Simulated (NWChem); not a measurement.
# One shape, several levels: GaNH4O2 (SMILES [NH2][Ga]([OH])[OH])

We compute a comparison of 4 runs (HF/STO-3G, HF/3-21G, B3LYP/6-31G*) of GaNH4O2. 

The calculation is run with NWChem 7.3.0.

## (1) The molecule

GaNH4O2: 8 atoms, total charge 0, spin state singlet. As SMILES, `[NH2][Ga]([OH])[OH]`. The coordinates come from a PBE0-D4/def2-TZVP relaxation. This is one conformer, not always the lowest.

Bond lengths: N1–Ga2 1.809 Å, Ga2–O3 1.777 Å, Ga2–O4 1.785 Å, N1–H5 1.007 Å, N1–H6 1.006 Å, O3–H7 0.960 Å, O4–H8 0.959 Å. Angles: N1–Ga2–O3 119.2°, N1–Ga2–O4 124.8°, O3–Ga2–O4 115.9°, Ga2–N1–H5 119.5°, Ga2–N1–H6 121.6°, Ga2–O3–H7 112.6°, Ga2–O4–H8 114.8°, H5–N1–H6 111.4°.

## (2) Energy and gradient at HF/STO-3G (run 1)

Contents of job.xyz:

```xyz
8
GaH4NO2
N     -1.492100     0.219900     0.286200
Ga     0.280500     0.070800    -0.042300
O      1.348200     1.445900     0.316200
O      1.059800    -1.345600    -0.798200
H     -1.827200     0.968900     0.869400
H     -2.086100    -0.589000     0.350800
H      2.255200     1.288100     0.045800
H      0.461800    -2.058900    -1.027800
```

Contents of run.py:

```python
from ase.io import read
from ase.calculators.nwchem import NWChem

system = read('job.xyz')

calc = NWChem(
    label='job',
    theory='scf',
    memory='2200 mb',
    basis='STO-3G',
    basispar='spherical bse',
    scf={'nopen': '0', 'rhf': None, 'thresh': '1e-08', 'maxiter': '80'},
)
system.calc = calc

forces = system.get_forces()
e = system.get_potential_energy()
print(f"E = {e:.6f} eV")
print("forces (eV/A):")
for s, f in zip(system.symbols, forces):
    print(f"{s:2s} {f[0]:10.5f} {f[1]:10.5f} {f[2]:10.5f}")
print("dipole (e A):", system.get_dipole_moment().round(4))
```

On the command line:

```console
$ export ASE_NWCHEM_COMMAND="nwchem PREFIX.nwi > PREFIX.nwo"
$ python run.py
```

Standard output:

```text
E = -57271.110218 eV
forces (eV/A):
N     5.67293   -0.21608   -1.27820
Ga   -1.40269   -0.09883   -0.01882
O    -3.45500   -2.16965   -0.18337
O     0.01779    3.96305    1.72758
H    -0.48136    0.28483    0.35270
H    -0.54415   -0.34797    0.13997
H     1.41570   -0.44434   -0.51222
H    -1.22318   -0.97100   -0.22770
dipole (e A): [-0.2085 -0.2629  0.0739]
```

The calculator wrote job.nwi:

```
title "job"

permanent_dir job

scratch_dir job

start job

geometry units angstrom nocenter noautosym noautoz
  N  -1.4921000000000000e+00 2.1990000000000001e-01 2.8620000000000001e-01
  Ga 2.8050000000000003e-01 7.0800000000000002e-02 -4.2299999999999997e-02
  O  1.3482000000000001e+00 1.4459000000000000e+00 3.1619999999999998e-01
  O  1.0598000000000001e+00 -1.3455999999999999e+00 -7.9820000000000002e-01
  H  -1.8271999999999999e+00 9.6889999999999998e-01 8.6939999999999995e-01
  H  -2.0861000000000001e+00 -5.8899999999999997e-01 3.5080000000000000e-01
  H  2.2551999999999999e+00 1.2881000000000000e+00 4.5800000000000000e-02
  H  4.6179999999999999e-01 -2.0589000000000000e+00 -1.0278000000000000e+00
end

memory 2200 mb

basis spherical bse noprint
   * library STO-3G
end

scf
  nopen 0
  rhf
  thresh 1e-08
  maxiter 80
end

task scf gradient
```

job.nwo:

```text
Northwest Computational Chemistry Package (NWChem) 7.3.0
             --------------------------------------------------------

           Job information
           ---------------

    nwchem branch   = 7.3.0
    use scalapack   = T
    input           = job.nwi
    prefix          = job.
    data base       = job/job.db
    status          = startup
    nproc           =        1

           Memory information
           ------------------

    heap     =     72089596 doubles =      550.0 Mbytes
    stack    =     72089601 doubles =      550.0 Mbytes
    global   =    144179200 doubles =     1100.0 Mbytes (distinct from heap & stack)
    total    =    288358397 doubles =     2200.0 Mbytes
    verify   = yes
    hardfail = no

[... 134 lines left out ...]
 Convergence threshold     :          1.000E-08
[... 13 lines left out ...]
       Final RHF  results
[... 3 lines left out ...]
      One-electron energy =  -3540.128923294669
[... 1 line left out ...]
 Nuclear repulsion energy =    294.620818263186
[... 45 lines left out ...]
                       ROHF Final Molecular Orbital Analysis
[... 247 lines left out ...]
                         RHF ENERGY GRADIENTS

    atom               coordinates                        gradient
                 x          y          z           x          y          z
   1 N      -2.819660   0.415551   0.540840   -0.110321   0.004202   0.024857
   2 Ga      0.530068   0.133793  -0.079935    0.027278   0.001922   0.000366
   3 O       2.547729   2.732355   0.597531    0.067189   0.042193   0.003566
[... 4 lines of this table left out ...]
   8 H       0.872675  -3.890757  -1.942260    0.023787   0.018883   0.004428

                 ----------------------------------------
                 |  Time  |  1-e(secs)   |  2-e(secs)   |
                 ----------------------------------------
                 |  CPU   |       0.00   |       0.73   |
                 ----------------------------------------
                 |  WALL  |       0.00   |       0.73   |
                 ----------------------------------------

 Task  times  cpu:        4.3s     wall:        4.3s
 Total times  cpu:        4.3s     wall:        4.3s
```

Run time: 5.7 s. Hardware: 1 thread of AMD EPYC 9R14 (Zen 4), shared host; peak memory 0.1 GiB.

## (3) Energy and gradient at HF/3-21G (run 2)

Contents of run.py:

```python
from ase import Atoms
from ase.calculators.nwchem import NWChem

atoms = Atoms(['N', 'Ga', 'O', 'O', 'H', 'H', 'H', 'H'], positions=[
    [-1.492100, 0.219900, 0.286200],
    [0.280500, 0.070800, -0.042300],
    [1.348200, 1.445900, 0.316200],
    [1.059800, -1.345600, -0.798200],
    [-1.827200, 0.968900, 0.869400],
    [-2.086100, -0.589000, 0.350800],
    [2.255200, 1.288100, 0.045800],
    [0.461800, -2.058900, -1.027800],
])

calc = NWChem(
    label='gah4no2',
    theory='scf',
    memory='2200 mb',
    basis='3-21G',
    basispar='spherical bse',
    scf={'nopen': '0', 'rhf': None, 'thresh': '1e-08', 'maxiter': '80'},
)
atoms.calc = calc

forces = atoms.get_forces()
print(f"energy = {atoms.get_potential_energy():.6f} eV")
print("forces (eV/A):")
for s, f in zip(atoms.symbols, forces):
    print(f"{s:2s} {f[0]:10.5f} {f[1]:10.5f} {f[2]:10.5f}")
print("dipole (e A):", atoms.get_dipole_moment().round(4))
```

On the command line:

```console
$ export ASE_NWCHEM_COMMAND="nwchem PREFIX.nwi > PREFIX.nwo"
$ python run.py
```

Standard output:

```text
energy = -57669.800365 eV
forces (eV/A):
N     0.86374   -0.53885    0.51612
Ga    0.51489    0.54163   -0.22173
O    -0.84260   -1.31327   -0.33028
O    -0.89557    1.23094    0.75668
H    -0.09354   -0.03898   -0.31676
H    -0.16162    0.27295   -0.16671
H     0.48501    0.36520    0.04654
H     0.12969   -0.51957   -0.28385
dipole (e A): [-0.3746 -0.4244  0.1044]
```

The calculator wrote gah4no2.nwi:

```
title "gah4no2"

permanent_dir gah4no2

scratch_dir gah4no2

start gah4no2

geometry units angstrom nocenter noautosym noautoz
  N  -1.4921000000000000e+00 2.1990000000000001e-01 2.8620000000000001e-01
  Ga 2.8050000000000003e-01 7.0800000000000002e-02 -4.2299999999999997e-02
  O  1.3482000000000001e+00 1.4459000000000000e+00 3.1619999999999998e-01
  O  1.0598000000000001e+00 -1.3455999999999999e+00 -7.9820000000000002e-01
  H  -1.8271999999999999e+00 9.6889999999999998e-01 8.6939999999999995e-01
  H  -2.0861000000000001e+00 -5.8899999999999997e-01 3.5080000000000000e-01
  H  2.2551999999999999e+00 1.2881000000000000e+00 4.5800000000000000e-02
  H  4.6179999999999999e-01 -2.0589000000000000e+00 -1.0278000000000000e+00
end

memory 2200 mb

basis spherical bse noprint
   * library 3-21G
end

scf
  nopen 0
  rhf
  thresh 1e-08
  maxiter 80
end

task scf gradient
```

gah4no2.nwo:

```text
Northwest Computational Chemistry Package (NWChem) 7.3.0
             --------------------------------------------------------

           Job information
           ---------------

    nwchem branch   = 7.3.0
    use scalapack   = T
    input           = gah4no2.nwi
    prefix          = gah4no2.
    data base       = gah4no2/gah4no2.db
    status          = startup
    nproc           =        1

           Memory information
           ------------------

    heap     =     72089596 doubles =      550.0 Mbytes
    stack    =     72089601 doubles =      550.0 Mbytes
    global   =    144179200 doubles =     1100.0 Mbytes (distinct from heap & stack)
    total    =    288358397 doubles =     2200.0 Mbytes
    verify   = yes
    hardfail = no

[... 134 lines left out ...]
 Convergence threshold     :          1.000E-08
[... 12 lines left out ...]
       Final RHF  results
[... 3 lines left out ...]
      One-electron energy =  -3545.255877422003
[... 1 line left out ...]
 Nuclear repulsion energy =    294.620818263186
[... 47 lines left out ...]
                       ROHF Final Molecular Orbital Analysis
[... 262 lines left out ...]
                         RHF ENERGY GRADIENTS

    atom               coordinates                        gradient
                 x          y          z           x          y          z
   1 N      -2.819660   0.415551   0.540840   -0.016797   0.010479  -0.010037
   2 Ga      0.530068   0.133793  -0.079935   -0.010013  -0.010533   0.004312
   3 O       2.547729   2.732355   0.597531    0.016386   0.025539   0.006423
[... 4 lines of this table left out ...]
   8 H       0.872675  -3.890757  -1.942260   -0.002522   0.010104   0.005520

                 ----------------------------------------
                 |  Time  |  1-e(secs)   |  2-e(secs)   |
                 ----------------------------------------
                 |  CPU   |       0.00   |       0.82   |
                 ----------------------------------------
                 |  WALL  |       0.00   |       0.82   |
                 ----------------------------------------

 Task  times  cpu:        3.4s     wall:        3.4s
 Total times  cpu:        3.4s     wall:        3.4s
```

Run time: 4.8 s. Hardware: 1 thread of AMD EPYC 9R14 (Zen 4), shared host; peak memory 0.099 GiB.

## (4) Energy and gradient at B3LYP/6-31G(d) (spherical functions) (run 3)

Contents of geom.xyz:

```xyz
8
GaH4NO2
N     -1.492100     0.219900     0.286200
Ga     0.280500     0.070800    -0.042300
O      1.348200     1.445900     0.316200
O      1.059800    -1.345600    -0.798200
H     -1.827200     0.968900     0.869400
H     -2.086100    -0.589000     0.350800
H      2.255200     1.288100     0.045800
H      0.461800    -2.058900    -1.027800
```

Contents of run.py:

```python
from ase.io import read
from ase.calculators.nwchem import NWChem

atoms = read('geom.xyz')

calc = NWChem(
    label='geom',
    theory='dft',
    memory='2200 mb',
    basis='6-31G*',
    basispar='spherical bse',
    dft={'xc': 'b3lyp', 'mult': '1', 'grid': 'xfine', 'convergence': 'energy 1e-08', 'iterations': '100', 'mulliken': None},
)
atoms.calc = calc

forces = atoms.get_forces()
e = atoms.get_potential_energy()
print(f"E = {e:.6f} eV")
print("forces (eV/A):")
for s, f in zip(atoms.symbols, forces):
    print(f"{s:2s} {f[0]:10.5f} {f[1]:10.5f} {f[2]:10.5f}")
print("dipole (e A):", atoms.get_dipole_moment().round(4))
```

On the command line:

```console
$ export ASE_NWCHEM_COMMAND="nwchem PREFIX.nwi > PREFIX.nwo"
$ python run.py
```

Standard output:

```text
E = -58022.252056 eV
forces (eV/A):
N    -0.22821    0.08654   -0.13977
Ga   -0.06217   -0.09349    0.03234
O    -0.21196    0.52291    0.27058
O     0.60220   -0.02242   -0.10192
H    -0.03708    0.20327    0.16229
H    -0.12321   -0.23562    0.02967
H     0.42254   -0.15493   -0.16352
H    -0.36217   -0.30627   -0.08968
dipole (e A): [-0.3441 -0.3202  0.0758]
```

The calculator wrote geom.nwi:

```
title "geom"

permanent_dir geom

scratch_dir geom

start geom

geometry units angstrom nocenter noautosym noautoz
  N  -1.4921000000000000e+00 2.1990000000000001e-01 2.8620000000000001e-01
  Ga 2.8050000000000003e-01 7.0800000000000002e-02 -4.2299999999999997e-02
  O  1.3482000000000001e+00 1.4459000000000000e+00 3.1619999999999998e-01
  O  1.0598000000000001e+00 -1.3455999999999999e+00 -7.9820000000000002e-01
  H  -1.8271999999999999e+00 9.6889999999999998e-01 8.6939999999999995e-01
  H  -2.0861000000000001e+00 -5.8899999999999997e-01 3.5080000000000000e-01
  H  2.2551999999999999e+00 1.2881000000000000e+00 4.5800000000000000e-02
  H  4.6179999999999999e-01 -2.0589000000000000e+00 -1.0278000000000000e+00
end

memory 2200 mb

basis spherical bse noprint
   * library 6-31G*
end

dft
  xc b3lyp
  mult 1
  grid xfine
  convergence energy 1e-08
  iterations 100
  mulliken
end

task dft gradient
```

geom.nwo:

```text
Northwest Computational Chemistry Package (NWChem) 7.3.0
             --------------------------------------------------------

           Job information
           ---------------

    nwchem branch   = 7.3.0
    use scalapack   = T
    input           = geom.nwi
    prefix          = geom.
    data base       = geom/geom.db
    status          = startup
    nproc           =        1

           Memory information
           ------------------

    heap     =     72089596 doubles =      550.0 Mbytes
    stack    =     72089601 doubles =      550.0 Mbytes
    global   =    144179200 doubles =     1100.0 Mbytes (distinct from heap & stack)
    total    =    288358397 doubles =     2200.0 Mbytes
    verify   = yes
    hardfail = no

[... 105 lines left out ...]
  convergence criterion.
[... 41 lines left out ...]
          Spatial weights used:  Erf1
[... 83 lines left out ...]
         Total DFT energy =    -2132.278451515129
[... 3 lines left out ...]
 Nuclear repulsion energy =      294.620818263186
[... 644 lines left out ...]
          Convergence on gradient requested:  5.00D-04
[... 28 lines left out ...]
          total energy or number of iterations.
[... 26 lines left out ...]
                         DFT ENERGY GRADIENTS

    atom               coordinates                        gradient
                 x          y          z           x          y          z
   1 N      -2.819660   0.415551   0.540840    0.004438  -0.001683   0.002718
   2 Ga      0.530068   0.133793  -0.079935    0.001209   0.001818  -0.000629
   3 O       2.547729   2.732355   0.597531    0.004122  -0.010169  -0.005262
[... 4 lines of this table left out ...]
   8 H       0.872675  -3.890757  -1.942260    0.007043   0.005956   0.001744

                 ----------------------------------------
                 |  Time  |  1-e(secs)   |  2-e(secs)   |
                 ----------------------------------------
                 |  CPU   |       0.01   |       5.57   |
                 ----------------------------------------
                 |  WALL  |       0.01   |       5.57   |
                 ----------------------------------------

 Task  times  cpu:       30.9s     wall:       30.9s
 Total times  cpu:       30.9s     wall:       30.9s
```

It took 32 s on 1 thread of AMD EPYC 9R14 (Zen 4), shared host; peak memory 0.14 GiB.

## (5) Energy and gradient at B3LYP/6-31G(d) (Cartesian functions) (run 4)

Contents of nw.xyz:

```xyz
8
GaH4NO2 gradient
N     -1.492100     0.219900     0.286200
Ga     0.280500     0.070800    -0.042300
O      1.348200     1.445900     0.316200
O      1.059800    -1.345600    -0.798200
H     -1.827200     0.968900     0.869400
H     -2.086100    -0.589000     0.350800
H      2.255200     1.288100     0.045800
H      0.461800    -2.058900    -1.027800
```

Contents of nw.nw:

```
start nw
title "GaH4NO2 gradient"
memory 2200 mb
geometry units angstroms noautosym nocenter noautoz
  load format xyz nw.xyz
end
basis
  N library 6-31G*
  Ga library 6-31G*
  O library 6-31G*
  H library 6-31G*
end
dft
  xc b3lyp
  grid xfine
  convergence energy 1e-08
  iterations 100
  mulliken
end
task dft gradient
```

On the command line:

```console
$ nwchem nw.nw > nw.out
```

Standard output:

```text
[...]
          Wavefunction type:  closed shell.
          No. of atoms     :     8
          No. of electrons :    58
[...]
          Charge           :     0
          Spin multiplicity:     1
[...]
          AO basis - number of functions:    88
[...]
              XC Information
              --------------
                         B3LYP Method XC Potential
                     Hartree-Fock (Exact) Exchange  0.200
                        Slater Exchange Functional  0.800 local
                    Becke 1988 Exchange Functional  0.720 non-local
              Lee-Yang-Parr Correlation Functional  0.810
                  VWN I RPA Correlation Functional  0.190 local
[...]
 d= 0,ls=0.0,diis     1  -2132.1608762643 -2.43D+03  1.93D-02  1.69D+00     3.1
[...]
 d= 0,ls=0.0,diis     8  -2132.2891039126  9.74D-09  7.41D-06  9.48D-07    19.3
         Total DFT energy =    -2132.289103912640
      One electron energy =    -3555.655189875482
           Coulomb energy =     1229.521128014411
    Exchange-Corr. energy =     -100.775860314756
 Nuclear repulsion energy =      294.620818263187
[...]
      Total Density - Mulliken Population Analysis
     ---------------------------------------------
    Atom       Charge   Shell Charges
 -----------   ------   -------------------------------------------------------
    1 N    7     7.85   1.99  0.77  2.52  0.82  1.72  0.03
    2 Ga  31    30.17   2.00  1.99  6.00  1.95  5.99  0.97  1.12 -0.00  0.14  6.88  2.96  0.18
    3 O    8     8.74   1.99  0.90  2.90  0.97  1.94  0.03
    4 O    8     8.74   1.99  0.90  2.90  0.97  1.94  0.03
    5 H    1     0.66   0.50  0.16
    6 H    1     0.67   0.51  0.17
    7 H    1     0.58   0.48  0.11
    8 H    1     0.59   0.48  0.11
[...]
  wavefunction    = closed shell
                         DFT ENERGY GRADIENTS
    atom               coordinates                        gradient
                 x          y          z           x          y          z
   1 N      -2.819660   0.415551   0.540840    0.002753  -0.001484   0.003020
   2 Ga      0.530068   0.133793  -0.079935    0.000593   0.001344  -0.000537
   3 O       2.547729   2.732355   0.597531    0.004933  -0.008521  -0.004761
   4 O       2.002732  -2.542815  -1.508379   -0.010627  -0.000697   0.001275
   5 H      -3.452907   1.830956   1.642928    0.001133  -0.003777  -0.003175
   6 H      -3.942157  -1.113049   0.662916    0.002663   0.004376  -0.000734
   7 H       4.261710   2.434156   0.086549   -0.008255   0.002666   0.003054
   8 H       0.872675  -3.890757  -1.942260    0.006807   0.006093   0.001858
[...]
```

It took 28 s on 1 thread of AMD EPYC 9R14 (Zen 4), shared host; peak memory 0.15 GiB.

## (6) Overview of the runs

```csv
run,level,iteration cap,module,energy (Eh),dipole moment (D),HOMO energy (eV),LUMO energy (eV),wall time
1,HF/STO-3G,80,scf,-2104.674498,1.65,-7.59,7.18,5.7 s
2,HF/3-21G,80,scf,-2119.326091,2.77,-10.68,3.06,4.8 s
3,B3LYP/6-31G* (spherical functions),100,dft,-2132.278452,2.29,-6.97,-0.73,32 s
4,B3LYP/6-31G* (Cartesian functions),100,dft,-2132.289104,2.28,-6.96,-0.74,28 s
```

## (7) Results

```
                       quantity           value
            run 4: total energy  -2132.28910 Eh
           run 4: dipole moment          2.28 D
             run 4: HOMO energy        -6.96 eV
             run 4: LUMO energy        -0.74 eV
           run 4: HOMO–LUMO gap         6.22 eV
run 4: largest force on an atom      0.562 eV/Å
```

The dipole moment (its size) runs from 1.65 D (HF/STO-3G) to 2.77 D (HF/3-21G). The HOMO–LUMO gap runs from 6.22 eV (B3LYP/6-31G*) to 14.78 eV (HF/STO-3G). The two ends differ in method and basis. In run 1 the basis is minimal, so the values are rough. All runs together took 71 s, the longest 32 s.
